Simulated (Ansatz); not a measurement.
# CoSn (P6/mmm) in Ansatz: settings compared

The runs below take CoSn through relaxation of cell and atoms, with PBE+D3(BJ)-ATM, PBE+D4.

Program: Ansatz 0.2.0. These are calculated values, not measurements. Logs are shortened: lines on timing, memory, paths and dates and some standing lists are left out, and cuts for length are marked.

## Step 1: Starting point

Symmetry: P6/mmm, No. 191, hexagonal system. Conventional cell: a = 5.246 Å, b = 5.246 Å, c = 4.188 Å, α = 90.00°, β = 90.00°, γ = 120.00°. Sn (site symmetry 6/mmm) has 6 Co at 2.62 Å as nearest neighbours. Around Sn (site symmetry -6m2) lie 6 Co at 2.58 Å. Co (site symmetry mmm) has 6 Sn at 2.58 to 2.62 Å and 4 Co at 2.62 Å as nearest neighbours.

The cell is a database's computed one.

## Step 2: Relaxation of cell and atoms, PBE+D3(BJ)-ATM, collinear spin, ferromagnetic start

Contents of input.yaml:

```yaml
crystal:
  lattice:
    - [5.2460399276, 0.0, 0.0]
    - [-2.6230199638, 4.5432038466, 0.0]
    - [0.0, 0.0, 4.1875903]
  atoms:
    - { symbol: Sn, position: [0.0, 0.0, 0.0] }
    - { symbol: Sn, position: [0.3333333333, 0.6666666667, 0.5] }
    - { symbol: Sn, position: [0.6666666667, 0.3333333333, 0.5] }
    - { symbol: Co, position: [0.5, 0.0, 0.0], spin: 2.0 }
    - { symbol: Co, position: [0.5, 0.5, 0.0], spin: 2.0 }
    - { symbol: Co, position: [0.0, 0.5, 0.0], spin: 2.0 }
hamiltonian:
  xc: pbe
  pseudopotentials: { kind: paw }
  dispersion: d3bjatm
magnetization:
  spin_polarized: true
kpoints:
  mp_grid: { grid: [6, 6, 7] }
scf:
  occupations: { method: fermi_dirac, width: 0.05 }
output:
  forces: true
  stress: true
  eigenvalues: true
relax:
  f_tol: 0.01
  max_steps: 40
  cell: { stress_tol: 0.05 }
```

Potentials or basis: Ansatz PAW.

Launch:

```
> ansatz run input.yaml --threads 2 --pin off --max-ram 5632MiB --backend cpu --events-out ev --progress --plain --runs-dir out
```

Log:

```text
Warning: RAYON_NUM_THREADS=2 ignored (pool sized by the plan → 2); use --threads N
Engine: ansatz 0.2.0, aarch64-unknown-linux-gnu
Pseudopotentials: kind: paw
Pseudopotential: Sn, paw, valence charge 14, recommended cutoff 420 eV (normal), Sn.paw.azcp
Pseudopotential: Co, paw, valence charge 17, recommended cutoff 420 eV (normal), Co.paw.azcp
Functional definition: PBE
  parameter kappa = 0.804
  parameter beta = 0.06672455060314922
  exchange = pbe_x(kappa = kappa, mu = beta*pi^2/3)
  correlation = pbe_c(beta = beta)
Crystal: 6 atoms, lattice volume = 99.806 Å³
Basis set: ecut = 420 eV, 1939 PW (Γ), exchange–correlation on 72×72×60 points (8 copies of the dense FFT grid, shifted against one another)
Bands: 60, of which v1, the nominal top of the filled ones, is band 47 counted from 1 (46 counted from 0)
Symmetry: 24 space group operations
Space group: P6/mmm (ITA 191), of the structure as read, at distance tolerance 4.6e-5 Å
Magnetic group: BNS 191.233 (UNI 1463), of the structure as read, at distance tolerance 4.6e-5 Å
k-points: 28 of 252
Non-local potential: Sn, projectors of the file, l = 0: 2, l = 1: 2, l = 2: 2, l = 3: 2
Non-local potential: Co, projectors of the file, l = 0: 3, l = 1: 2, l = 2: 3, l = 3: 1
PAW form: soft (Blöchl's): semilocal exchange-correlation on the pseudo side does not see the compensation charge
PAW one-centre angular grid: Sn, 590 points (default); XC on 64 Gauss nodes
PAW one-centre angular grid: Co, 590 points (default); XC on 64 Gauss nodes
Initial density: superposition of atomic densities (chi_scale 0.1, normalization cell)
Starting moments: Σ|m| = 6 μB on 3 of 6 sites
Initial wavefunctions: pseudopotential atomic-orbital guess
Functional: x = pbe(κ = 0.804, μ = 0.2195149727645171), c = pbe(β = 0.06672455060314922)
SCF iter   1: F=—  HF=-33448.468006 eV  |F-HF|=—  |Δ(HF+E_count)|=         —  Δρ=2.88e-2 (↑2.63e-2 ↓2.88e-2)  dr2=3.37e0  dr2_m=3.69e-1  M=4.298 μB ∫|m|=5.034 μB  β_m=0.30  ethr=3.10e-3  ⟨swp⟩=7.0  Hψ=13315  notcnv=0  defer=30
Mixer restart at iter 1: flushing history
preconditioner: auto → Kerker (q_TF=auto, 2.696 Å⁻¹)  [metal: Δε(μ)=0.002 eV  Ē_g=15.445 eV  σ=0.050 eV  W_gap=0.01  n_scr=26 (ndim 8)  ℏωp=30.9 eV  f_vac=0.000  D(μ)=12.39/eV (n_scr^D=186)]
spin=Collinear: Kerker preconditioning applied to the charge; magnetization (m = ρ↑ − ρ↓) channel mixes plain (no charge-response kernel on spin).
SCF iter   2: F=—  HF=-33450.039792 eV  |F-HF|=—  |Δ(HF+E_count)|=    1.57e0  Δρ=3.90e-2 (↑2.09e-2 ↓3.90e-2)  dr2=3.78e0  dr2_m=5.80e-1  M=3.835 μB ∫|m|=4.669 μB  β_m=0.65  ethr=3.10e-3  ⟨swp⟩=2.0  Hψ=4278  notcnv=0  defer=229
SCF iter   3: F=—  HF=-33452.799180 eV  |F-HF|=—  |Δ(HF+E_count)|=    2.76e0  Δρ=4.47e-2 (↑2.16e-2 ↓4.47e-2)  dr2=3.40e0  dr2_m=8.45e-1  M=3.100 μB ∫|m|=4.035 μB  β_m=0.33  ethr=3.10e-3  ⟨swp⟩=2.1  Hψ=4265  notcnv=0  defer=247
SCF iter   4: F=—  HF=-33453.288148 eV  |F-HF|=—  |Δ(HF+E_count)|=   4.89e-1  Δρ=2.73e-2 (↑2.32e-2 ↓2.73e-2)  dr2=1.35e0  dr2_m=4.97e-1  M=2.526 μB ∫|m|=3.441 μB  β_m=0.28  ethr=3.10e-3  ⟨swp⟩=2.1  Hψ=4302  notcnv=0  defer=254
SCF iter   5: F=—  HF=-33453.992150 eV  |F-HF|=—  |Δ(HF+E_count)|=   7.04e-1  Δρ=3.32e-2 (↑3.32e-2 ↓1.30e-2)  dr2=1.18e0  dr2_m=1.20e-1  M=1.788 μB ∫|m|=2.399 μB  β_m=0.84  ethr=1.45e-3  ⟨swp⟩=3.0  Hψ=5182  notcnv=0  defer=252
SCF iter   6: F=—  HF=-33453.949177 eV  |F-HF|=—  |Δ(HF+E_count)|=   4.30e-2  Δρ=1.94e-2 (↑1.94e-2 ↓4.94e-3)  dr2=3.49e-1  dr2_m=8.03e-2  M=0.689 μB ∫|m|=1.021 μB  β_m=0.92  ethr=1.27e-3  ⟨swp⟩=2.1  Hψ=4619  notcnv=0  defer=252
SCF iter   7: F=—  HF=-33453.964450 eV  |F-HF|=—  |Δ(HF+E_count)|=         —  Δρ=8.61e-3 (↑5.90e-3 ↓8.61e-3)  dr2=6.98e-2  dr2_m=1.94e-2  M=0.017 μB ∫|m|=0.083 μB  β_m=0.92  ethr=3.76e-4  ⟨swp⟩=3.0  Hψ=6319  notcnv=0  defer=252
Mixer restart at iter 7: flushing history
SCF iter   8: F=—  HF=-33453.996972 eV  |F-HF|=—  |Δ(HF+E_count)|=   3.25e-2  Δρ=5.12e-3 (↑5.12e-3 ↓2.94e-3)  dr2=2.59e-2  dr2_m=1.64e-3  M=0.005 μB ∫|m|=0.030 μB  β_m=0.83  ethr=7.50e-5  ⟨swp⟩=2.1  Hψ=6908  notcnv=0  defer=246
SCF iter   9: F=—  HF=-33453.987823 eV  |F-HF|=—  |Δ(HF+E_count)|=   9.15e-3  Δρ=5.08e-3 (↑3.80e-3 ↓5.08e-3)  dr2=5.04e-2  dr2_m=4.82e-4  M=0.003 μB ∫|m|=0.017 μB  β_m=0.68  ethr=2.79e-5  ⟨swp⟩=2.0  Hψ=6554  notcnv=0  defer=256
[... 62 lines left out ...]
basis re-selected at this cell: Δ(F+E_penalty+E_count) = -1.569e-4 eV, ΔP = +0.000 GPa vs the last step (what re-selecting the basis moved, of the pressure what is left beyond the Pulay correction that the steps carried, after the strain that the cell walked since its last selection, with what the two solves' SCF thresholds leave and, on support functions, any second-order correction that the steps lacked; it is no measure of the basis error at this ecutwfc). This SCF's stress stands 1.41e-3 GPa from its target on what of the cell is left free (relax.cell.stress_tol is 5.00e-2 GPa) and its largest allowed force component is 5.78e-17 eV/Å (relax.f_tol is 1.00e-2 eV/Å): within both
SCF converged after 9 iterations
Magnetization: -0.0000 μB (46.5000 up, 46.5000 down)
Absolute magnetization: 0.0000 μB (∫|ρ↑−ρ↓|, with the PAW one-centre terms)
Spin contamination: 0.0000 ħ² per cell (⟨S²⟩ above its minimum at these occupations)
Per-site moments (μB) at R_I (Å): [(3.1537080061740305e-11, 1.0825461491100943), (3.809812569688193e-11, 1.0671143636367004), (3.809790602606559e-11, 1.0671143636367004), (-2.076881824828999e-10, 1.0671143636367004), (-2.0768839268919418e-10, 1.0671143636367004), (-2.0768829884979464e-10, 1.0671143636367004)]
Free energy (F): -33453.981912 eV
Harris-Foulkes:  -33453.981912 eV  (|F-HF|=1.46e-11)
Internal energy: -33453.963180 eV  (E = F + TS)
E sigma→0 (E₀):  -33453.972546 eV
Entropy (-TS):   -0.018732 eV (-3.122 meV/atom)
Fermi energy:    15.164044 eV
--- Per-component energies (eV) ---
  E_band       = -951.092721
  E_kinetic    = 1935.145416
  E_local      = -13297.645897  (includes V_loc(G=0)·N_el)
  E_nonlocal   = 1282.169842
  E_hartree    = 6299.933589
  E_xc         = -1625.438904
  E_vxc        = -905.878703  (∫ρ·V_xc dr)
  E_paw        = -16973.842561  (= ΣΔE_a)
  E_vpaw       = -2564.751044  (= ΣTr[D̂ρ^β])
  E_aug_tail   = 0.000227  (compensation charges beyond the density's cutoff)
  E_ewald      = -11071.893543
  E_disp       = -2.391349  (pairwise vdW)
  E_smearing   = -0.018732  (= −TS)
  E_closure    = -0.000000  (closes the sum)
  Σ components = -33453.981912   (vs F -33453.981912, Δ=0.00e0)
--- Forces (eV/Å), atoms counted from 1 ---
  atom   1  Sn     0.00000000     0.00000000     0.00000000
  atom   2  Sn     0.00000000    -0.00000000     0.00000000
  atom   3  Sn    -0.00000000     0.00000000    -0.00000000
  atom   4  Co    -0.00000000     0.00000000     0.00000000
  atom   5  Co     0.00000000    -0.00000000     0.00000000
  atom   6  Co    -0.00000000     0.00000000     0.00000000
  max |Σ_I F_I| component: 1.39e-17 eV/Å
--- Stress (GPa, compression-positive) ---
       -0.001412       0.000000       0.000000
       -0.000000      -0.001412       0.000000
        0.000000       0.000000       0.001369
  P = ⅓ Tr σ = -0.0005 GPa (-0.005 kbar)
--- Band table (eV; the first three rows and the last of 56) ---
  k-point 0 ↑: bands = ["-79.2446", "-79.2303", "-79.2303", "-42.6428", "-42.6110", "-42.5963", "-42.5963", "-42.5611", "-42.5611", "-42.4915", "-42.4915", "-42.4794", "-6.3949", "-6.2950", "-6.2950", "-6.2874", "-6.2874", "-6.2122", "-6.1956", "-6.1956", "-6.1699", "-6.1699", "-6.1340", "-6.1340", "-6.1006", "-6.1006", "-6.0492", "3.6148", "8.3230", "9.8827", "10.9810", "10.9810", "11.6748", "12.0747", "12.4520", "12.4520", "12.5274", "13.0864", "13.0864", "13.4976", "13.4976", "14.6533", "14.6695", "14.6695", "14.7047", "14.7047", "15.6497", "15.7676", "16.5204", "16.5204", "18.0727", "18.7840", "20.3093", "20.3093", "21.1112", "21.7100", "21.7100", "22.0582", "23.8970", "23.8970"]
  k-point 1 ↑: bands = ["-79.2446", "-79.2303", "-79.2303", "-42.6428", "-42.6111", "-42.5963", "-42.5963", "-42.5611", "-42.5611", "-42.4915", "-42.4915", "-42.4794", "-6.3912", "-6.2941", "-6.2941", "-6.2902", "-6.2902", "-6.2074", "-6.2074", "-6.2069", "-6.1668", "-6.1668", "-6.1265", "-6.1265", "-6.1005", "-6.1005", "-6.0477", "3.7947", "8.1661", "9.7611", "11.1785", "11.1785", "11.2568", "11.9415", "12.4897", "12.4897", "12.8813", "13.0853", "13.0853", "13.5238", "13.5238", "14.6429", "14.6712", "14.6712", "14.6870", "14.6870", "15.6499", "15.7507", "16.2407", "16.2407", "18.1067", "19.0550", "19.4383", "19.8020", "19.8020", "20.7338", "20.7338", "24.0163", "25.2105", "25.2105"]
  k-point 2 ↑: bands = ["-79.2445", "-79.2303", "-79.2303", "-42.6426", "-42.6115", "-42.5963", "-42.5963", "-42.5611", "-42.5611", "-42.4915", "-42.4915", "-42.4794", "-6.3830", "-6.2962", "-6.2962", "-6.2919", "-6.2919", "-6.2285", "-6.2285", "-6.1948", "-6.1592", "-6.1592", "-6.1151", "-6.1151", "-6.1011", "-6.1011", "-6.0443", "4.3231", "7.5052", "9.5518", "10.5437", "11.7430", "11.7430", "12.5526", "12.5641", "12.5641", "13.0486", "13.0790", "13.0790", "13.6111", "13.6111", "14.6196", "14.6492", "14.6492", "14.6703", "14.6703", "15.4244", "15.4244", "15.4835", "15.6502", "17.2028", "17.7410", "18.8981", "18.8981", "19.7876", "19.7876", "21.3455", "26.1555", "26.1555", "26.5213"]
  k-point 27 ↓: bands = ["-79.2374", "-79.2374", "-79.2303", "-42.6040", "-42.6040", "-42.5963", "-42.5869", "-42.5869", "-42.5293", "-42.5238", "-42.5006", "-42.5006", "-6.3898", "-6.3701", "-6.2903", "-6.2903", "-6.2683", "-6.2683", "-6.2309", "-6.1694", "-6.1694", "-6.1151", "-6.1151", "-6.0909", "-6.0646", "-6.0646", "-6.0639", "6.9617", "6.9617", "7.5341", "9.7233", "9.7233", "10.1174", "12.4921", "12.4921", "13.0042", "13.0042", "13.2442", "13.6828", "13.6828", "13.9974", "14.1906", "14.3336", "14.3336", "14.5259", "14.5259", "14.7370", "14.9864", "16.4690", "18.0799", "18.0799", "19.1403", "19.1403", "19.8008", "22.5794", "24.5473", "24.5473", "24.8932", "25.0197", "25.0197"]
--- Relaxed structure (3 steps of the walk, 3 accepted, 1 SCFs on fresh bases) ---
  F+E_penalty+E_count = -33453.98191239 eV   max|allowed force component| = 5.782e-17 eV/Å   (the final SCF, on the basis selected at the relaxed cell)
  cell:  # Å, volume = 100.0508 Å³
    - [5.2487086017459115, 0.0, 7.260471458706652e-35]
    - [-2.6243543008729557, 4.54551498617386, 1.6305936916666273e-19]
    - [5.795586818515269e-35, 1.5029610286136874e-19, 4.193582543618976]
  atoms:
    - { symbol: Sn, position: [-1.0836198243754067e-35, -1.977899641543646e-36, -2.7167037236480137e-71] }
    - { symbol: Sn, position: [0.33333333333333326, 0.6666666666666666, 0.5] }
    - { symbol: Sn, position: [0.6666666666666667, 0.33333333333333326, 0.5] }
    - { symbol: Co, position: [0.5, -2.667864632779822e-37, 0.0] }
    - { symbol: Co, position: [0.5, 0.5, 3.009265538105056e-36] }
    - { symbol: Co, position: [-3.21414301007252e-40, 0.5, -3.009265538105056e-36] }
```

Wall time 54 s (2 threads of Arm Neoverse V2, shared host); peak memory 0.58 GiB.

Results:

* Free energy: -33453.9819 eV
* Relaxed volume: 16.68 Å³/atom
* Relaxed cell: a = 5.249 Å, b = 5.249 Å, c = 4.194 Å, α = 90.00°, β = 90.00°, γ = 120.00°
* Space group after relaxing (to 0.05 Å): P6/mmm (No. 191)
* Energy gained by relaxing: 0.0 meV/atom
* Ionic steps: 4
* Pressure after relaxing: 0.0 GPa
* Band gap on the k mesh: none (metal or under the smearing width)
* Net moment: 0.00 μB per cell
* Absolute moment: 0.00 μB per cell

The path:
```tsv
step	energy change (eV)	largest force (eV/Å)	volume (Å³)
1	0.0000	0.0000	99.81
2	-0.0001	0.0000	100.09
3	-0.0001	0.0000	100.05
4	-0.0003	0.0000	100.05
```

Final structure:
```yaml
crystal:
  lattice:
    - [5.24871, 0.00000, 0.00000]
    - [-2.62435, 4.54551, 0.00000]
    - [0.00000, 0.00000, 4.19358]
  atoms:
    - { symbol: Sn, position: [0.00000, 0.00000, 0.00000] }
    - { symbol: Sn, position: [0.33333, 0.66667, 0.50000] }
    - { symbol: Sn, position: [0.66667, 0.33333, 0.50000] }
    - { symbol: Co, position: [0.50000, 0.00000, 0.00000] }
    - { symbol: Co, position: [0.50000, 0.50000, 0.00000] }
    - { symbol: Co, position: [0.00000, 0.50000, 0.00000] }
```

Caveat: the starting moments collapsed, and a magnetic state may lie lower; the plane-wave basis is chosen anew once the cell has moved, so the energies of steps on either side of that aren't comparable; pairwise dispersion overbinds metals, which lowers pressure and volume; the starting moments weren't kept.

## Step 3: Relaxation of cell and atoms, PBE+D4, collinear spin, ferromagnetic start

Changes to input.yaml since step 2:

```diff
@@ -15,3 +15,3 @@
   pseudopotentials: { kind: paw }
-  dispersion: d3bjatm
+  dispersion: d4
 magnetization:
```

Potentials or basis: Ansatz PAW.

Launch:

```
> ansatz run input.yaml --threads 2 --pin off --max-ram 5632MiB --backend cpu --events-out ev --progress --plain --runs-dir out
```

Log:

```text
Warning: RAYON_NUM_THREADS=2 ignored (pool sized by the plan → 2); use --threads N
[... 7 set-up lines as earlier in the session ...]
[... 120 lines left out ...]
  k-point 27 ↓: bands = ["-79.1610", "-79.1610", "-79.1538", "-42.5283", "-42.5283", "-42.5204", "-42.5112", "-42.5112", "-42.4534", "-42.4471", "-42.4243", "-42.4243", "-6.3142", "-6.2911", "-6.2121", "-6.2121", "-6.1907", "-6.1907", "-6.1550", "-6.0925", "-6.0925", "-6.0367", "-6.0367", "-6.0130", "-5.9865", "-5.9865", "-5.9843", "7.0249", "7.0249", "7.6025", "9.7869", "9.7869", "10.1736", "12.5584", "12.5584", "13.0713", "13.0713", "13.3122", "13.7538", "13.7538", "14.0716", "14.2642", "14.4087", "14.4087", "14.6024", "14.6024", "14.8144", "15.0655", "16.5505", "18.1753", "18.1753", "19.2396", "19.2396", "19.9082", "22.6896", "24.6502", "24.6502", "25.0031", "25.1315", "25.1315"]
--- Relaxed structure (2 steps of the walk, 2 accepted, 1 SCFs on fresh bases) ---
  F+E_penalty+E_count = -33454.35241859 eV   max|allowed force component| = 4.626e-17 eV/Å   (the final SCF, on the basis selected at the relaxed cell)
  cell:  # Å, volume = 99.6286 Å³
    - [5.241679839417722, 0.0, 1.0890707188059977e-34]
    - [-2.620839919708861, 4.539427899440484, -7.987906493871225e-20]
    - [5.795586818515269e-35, -7.362663195530841e-20, 4.187091671180555]
  atoms:
    - { symbol: Sn, position: [-1.863494840804011e-36, -1.1775402517097075e-36, -4.527839539413356e-72] }
    - { symbol: Sn, position: [0.3333333333333333, 0.6666666666666667, 0.5] }
    - { symbol: Sn, position: [0.6666666666666667, 0.3333333333333333, 0.5] }
    - { symbol: Co, position: [0.5, -8.242781761967933e-36, -2.6727647100921956e-51] }
    - { symbol: Co, position: [0.5, 0.5, 3.009265538105056e-36] }
    - { symbol: Co, position: [-7.735605675816928e-41, 0.5, 0.0] }
```

Run time: 42 s. Hardware: 2 threads of Arm Neoverse V2, shared host; peak memory 0.58 GiB.

Results:

```yaml
Free_energy: -33454.3524 eV
Relaxed_volume: 16.60 Å³/atom
Relaxed_cell: a = 5.242 Å, b = 5.242 Å, c = 4.187 Å, α = 90.00°, β = 90.00°, γ = 120.00°
Space_group_after_relaxing_to_0.05_Å: P6/mmm (No. 191)
Energy_gained_by_relaxing: 0.0 meV/atom
Ionic_steps: 3
Pressure_after_relaxing: 0.0 GPa
Band_gap_on_the_k_mesh: none (metal or under the smearing width)
Net_moment: 0.00 μB per cell
Absolute_moment: 0.00 μB per cell
```

The path:
```tsv
step	energy change (eV)	largest force (eV/Å)	volume (Å³)
1	0.0000	0.0000	99.81
2	-0.0002	0.0000	99.63
3	-0.0001	0.0000	99.63
```

Final structure:
```cif
data_structure
_symmetry_space_group_name_H-M 'P 1'
_symmetry_Int_Tables_number 1
_cell_length_a 5.2417
_cell_length_b 5.2417
_cell_length_c 4.1871
_cell_angle_alpha 90.000
_cell_angle_beta 90.000
_cell_angle_gamma 120.000
_cell_volume 99.63
loop_
_atom_site_label
_atom_site_type_symbol
_atom_site_fract_x
_atom_site_fract_y
_atom_site_fract_z
_atom_site_occupancy
Sn1 Sn 0.00000 0.00000 0.00000 1
Sn2 Sn 0.33333 0.66667 0.50000 1
Sn3 Sn 0.66667 0.33333 0.50000 1
Co1 Co 0.50000 0.00000 0.00000 1
Co2 Co 0.50000 0.50000 0.00000 1
Co3 Co 0.00000 0.50000 0.00000 1
```

Levels at points of the mesh, in eV from the Fermi level:
Spin up:
```tsv
k point	band 44	band 45	band 46	band 47	band 48	band 49
(0.00, 0.00, 0.00)	-0.50	-0.46	-0.46	0.49	0.61	1.36
(0.00, -0.50, 0.00)	-0.48	-0.48	0.70	0.97	1.68	1.78
```
Spin down:
| k point | band 44 | band 45 | band 46 | band 47 | band 48 | band 49 |
| --- | --- | --- | --- | --- | --- | --- |
| (0.00, 0.00, 0.00) | -0.50 | -0.46 | -0.46 | 0.49 | 0.61 | 1.36 |
| (0.00, -0.50, 0.00) | -0.48 | -0.48 | 0.70 | 0.97 | 1.68 | 1.78 |

Caveat: the starting moments collapsed, and a magnetic state may lie lower; the plane-wave basis is chosen anew once the cell has moved, so the energies of steps on either side of that aren't comparable; pairwise dispersion overbinds metals, which lowers pressure and volume; the starting moments weren't kept.
